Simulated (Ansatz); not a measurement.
# CuNi: the cost of one run

Program: Ansatz 0.2.0. Level of theory: the levels named in each step. These are calculated values, not measurements.

## 1. Starting point

Bond lengths: Ni1–Cu2 2.211 Å.

Coordinates:

```xyz
2

Ni    0.0000    0.0000    0.0000
Cu    0.0000    0.0000    2.2113
```

## 2. A rough first relaxation, PBE-D4/def2-SVP

This run stands in another session on the same molecule. It ended at:

```xyz
2

Ni    0.0000    0.0000    0.0128
Cu    0.0000    0.0000    2.1985
```

## 3. Relaxation, HF/STO-3G

The input, input.yaml:

```yaml
crystal:
  periodic: [false, false, false]
  atoms:
    - { symbol: Ni, position_ang: [0.0, 0.0, 0.01278402] }
    - { symbol: Cu, position_ang: [0.0, 0.0, 2.19852598] }
magnetization:
  spin_polarized: true
  initial_magnetization: 1
basis:
  gaussian: { orbitals: STO-3G }
hamiltonian:
  xc: hf
relax:
  f_tol: 0.002
  max_steps: 150
```

Run with:

```console
> ansatz run input.yaml --threads 2 --pin off --max-ram 5120MiB --backend cpu --events-out ev --progress --plain --runs-dir out
```

What time and memory should one allow on 2 threads of Intel Xeon at 2.50GHz (Skylake/Cascade Lake), shared host?

About 3 min, with a peak of 0.12 GiB.
